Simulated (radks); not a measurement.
# Co⁺ in [Ar] 3d8: an all-electron calculation

The task here is to estimate one member of a computed series from the others.

Program: radks (a radial shooting solver on a logarithmic mesh, Libxc functionals) version 1. Level of theory: non-relativistic Kohn-Sham, PBE, spin-unpolarised, spherical densities, point nucleus. These are calculated values, not measurements, unless marked.

**The system**

```
element       : cobalt (Z = 27)
charge        : +1
electrons     : 26
configuration : [Ar] 3d8
```

The outer shells:

Co⁺
```
[Ar] core
3d [↑↓][↑↓][↑↓][↑ ][↑ ]
```

Set-up of the first run:

Input:

```text
Z 27
configuration [Ar] 3d8
relativity non-relativistic
functional pbe,pbe
spin unpolarised
nucleus point
```

One table of the session follows, with a row left open; its other results are not shown here.

It belongs to the step «Radial structure». Sizes of the orbitals, from the radial functions (bohr):

| level | <r> | outermost maximum (interpolated) | 90 % within | nodes |
| --- | --- | --- | --- | --- |
| 1s | ? | ? | ? | ? |
| 2s | 0.2587 | 0.216 | 0.400 | 1 |
| 2p | 0.2262 | 0.173 | 0.370 | 0 |
| 3s | 0.7875 | 0.678 | 1.18 | 2 |
| 3p | 0.8279 | 0.684 | 1.28 | 1 |
| 3d | 1.133 | 0.677 | 2.04 | 0 |

Estimate the missing values for 1s.

As computed: <r>: 0.05691; outermost maximum (interpolated): 0.0375; 90 % within: 0.101; nodes: 0. In the column «<r>» it is the lowest.

Limits of these values: Spin polarisation and multiplet splitting are left out.
